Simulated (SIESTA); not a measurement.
The system is SnSe2.

```
Sn Se
1.0
     3.81100    0.00000    0.00000
    -1.90550    3.30042    0.00000
     0.00000    0.00000    6.13600
Sn Se
1 2
Direct
  0.00000 0.00000 0.00000
  0.66667 0.33333 0.75100
  0.33333 0.66667 0.24900
```

* Program: SIESTA 5.4.2
* Task: relaxation of cell and atoms
* Functional: vdW-DF-cx
* Potentials or basis: PseudoDojo 0.4 standard (PBE files)
* Basis: DZP (energy shift 0.003 Ry; two zetas on semicore shells)
* Grid cutoff: 500 Ry
* Energy shift: 0.003 Ry
* k mesh: 8 × 8 × 5
* Occupations: fermi-dirac, width 0.05 eV
* Spin: no spin polarisation

At the start: pressure 5.8 GPa; volume 25.73 Å³/atom.

Question: Where does the relaxation end?

Answer: Over 4 steps the energy falls by 45.0 meV/atom and the volume is 27.02 Å³/atom (+5.0 %); space group P-3m1 (No. 164, to 0.05 Å).

Step by step:
```
step  energy change (eV)  largest force (eV/Å)  pressure (GPa)  volume (Å³)
   1              0.0000                1.1272            5.81        77.18
   2             -0.0637                0.8167            4.06        78.21
   3             -0.1346                0.0728            0.20        80.88
   4             -0.1350                0.0238           -0.04        81.07
```

Final structure:
```xyz
3
Lattice="3.8682 -0.0002 0.0000 -1.9343 3.3498 0.0000 0.0000 0.0000 6.2564" Properties=species:S:1:pos:R:3 pbc="T T T"
Sn    0.0000    0.0000    0.0000
Se    1.9340    1.1164    4.6363
Se   -0.0001    2.2331    1.6202
```

Caveat: the potentials were made for another functional, which shifts forces and pressure; the basis of atomic orbitals isn't converged, which shifts pressures, moduli and gaps.
